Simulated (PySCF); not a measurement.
# SiHg: bond curves at several levels of theory

One job finds the state of SiHg, follows it along the bond with each method and fits the curves.

The runs use PySCF 2.14.0; Si def2-SVP, Hg def2-SVP with ECP60, scalar-relativistic core potentials.

### 1 Input

Settings of the job:

```json
{
  "atoms": "Si, Hg",
  "charge": "0",
  "basis": "Si def2-SVP, Hg def2-SVP with ECP60",
  "Hamiltonian": "scalar-relativistic core potentials",
  "basis functions": "50",
  "electrons treated": "34",
  "masses in u": "27.9769, 201.9706",
  "levels": "PBE0, PBE, r²SCAN, BLYP, B2PLYP, r²SCAN0, HSE06, HF, MP2, SCS-MP2, CCSD, CCSD(T)",
  "grid": "80 radial by 434 angular points",
  "occupations": "held fixed by the projection of orbital angular momentum",
  "dissociation limit": "Si + Hg, each in its ground configuration",
  "starting distance in angstrom": "2.490",
  "values of 2S to try": "0, 2"
}
```

The run is started by

```bash
$ OMP_NUM_THREADS=1 python dia.py task.json out
```

Further steps of the session: First curve: PBE0; Excited determinants; PBE; r²SCAN (meta-GGA); BLYP (GGA); B2PLYP (double hybrid); r²SCAN0; HSE06 (range-separated hybrid); UHF (mean field); MP2 and coupled cluster.

Q: Predict the outcome of this session. Wanted: for each run, Re; ωe; De; μ.

As calculated:

Lowest PBE0 solution found, without spin–orbit coupling: ³Σ⁻ (triplet), unpaired electrons π ↑↑. State 2 has its PBE0 minimum 0.28 eV higher, as a spin-mixed determinant (⟨S²⟩ = 1.01), so this is no gap between pure states. The other levels ran on the lowest alone.

| level | Re (Å) | ωe (cm⁻¹) | De (eV) | μ (D) |
| --- | --- | --- | --- | --- |
| UHF | 3.162 | 55.5 | 0.047 | 1.37 |
| UHF-MP2 | 2.633 | 161.9 | 0.357 | n/a |
| UHF-SCS-MP2 | 2.725 | 129.6 | 0.233 | n/a |
| UHF-CCSD | 2.731 | 132.5 | 0.234 | n/a |
| UHF-CCSD(T) | 2.674 | 153.7 | 0.299 | n/a |
| PBE | 2.575 | 206.7 | 0.65 | 1.75 |
| BLYP | 2.646 | 174.0 | 0.413 | 1.41 |
| r²SCAN | 2.559 | 208.5 | 0.66 | 2.04 |
| PBE0 | 2.592 | 196.4 | 0.56 | 2.02 |
| r²SCAN0 | 2.581 | 196.6 | 0.56 | 2.12 |
| HSE06 | 2.597 | 195.5 | 0.57 | 1.94 |
| B2PLYP | 2.641 | 167.9 | 0.364 | 1.90 |

De is counted to Si + Hg in their ground configurations. A positive dipole means Si(−)Hg(+).

In words: The methods spread over 0.603 Å in bond length, from r²SCAN to UHF. CCSD(T) can't serve as the judge here: for a weak bond in this basis it is far from its limit. Of the levels with a De here, UHF gives the least (0.047 eV) and r²SCAN the most (0.66 eV).

Correlated steps freeze 5 core orbitals. Spin–orbit coupling is left out, which matters for elements this heavy, above all for dissociation energies. B2PLYP dipoles, levels and charges come from its SCF part alone. With spin–orbit coupling the term label itself may not hold.
